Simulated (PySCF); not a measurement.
**CLiS2+, a complex of two parts: interaction energy**

The task here is to estimate one member of a computed series from the others.

Computed with PySCF 2.14.0; each step states its level. No surroundings beyond the atoms listed, unless a continuum is named. Atoms count from 0, parts from 1.

### Starting point

4 atoms, charge 1, multiplicity 1; geometry: GFN2-xTB. Parts: 1 = atoms 0–2, `S=C=S`, charge 0; 2 = atom 3, `[Li+]`, charge 1.

The first run:

Job settings and geometry (Å):

```
{"job": {"xc": "PBE0", "basis": "def2-SVPD", "d3": "d3bj", "grid": 2, "kind": "geom", "shake": 0.01}, "charge": 1, "multiplicity": 1, "parts": [{"atoms": "0-2", "charge": 0, "multiplicity": 1}, {"atoms": "3-3", "charge": 1, "multiplicity": 1}]}
S     -1.579513    -0.242942    -0.037340
C     -0.046818     0.008108     0.067753
S      1.461112     0.193234     0.007472
Li    -3.056199     0.057111     1.762558
```

Run with:

```sh
$ OMP_NUM_THREADS=1 python cluster_run.py task.json out
```

The driver reads the jobs from task.json and runs them one after another.

Steps of the session up to this table: Geometry optimisation at PBE0-D3(BJ)/def2-SVPD; Coupled-cluster interaction energy: CCSD(T) and MP2.

One of the session's tables, all rows but one given; the rest of the session is left out.

It belongs to the step «Coupled-cluster interaction energy: CCSD(T) and MP2». 

```
                 method  interaction energy (kcal/mol)
         HF/aug-cc-pVDZ                         -17.17
        MP2/aug-cc-pVDZ                         -16.17
       CCSD/aug-cc-pVDZ                         -16.87
    CCSD(T)/aug-cc-pVDZ                         -16.48
         HF/aug-cc-pVTZ                         -18.64
        MP2/aug-cc-pVTZ                         -17.89
    SCS-MP2/aug-cc-pVTZ                         -18.15
      MP2, extrapolated                              ?
CCSD(T), limit estimate                         -18.30
```

Estimate the missing values for MP2, extrapolated.

**Answer.** interaction energy (kcal/mol): -17.99. In the column «interaction energy (kcal/mol)» it lies between SCS-MP2/aug-cc-pVTZ (-18.15) and MP2/aug-cc-pVTZ (-17.89).

In this run the core of Li (1s) is correlated, in a basis without core functions; only the other cores are frozen.

To keep in mind: The interaction energy leaves out the deformation of the parts, 1.00 kcal/mol (MP2); added to the CCSD(T) estimate it gives a binding of about -17.30 kcal/mol.
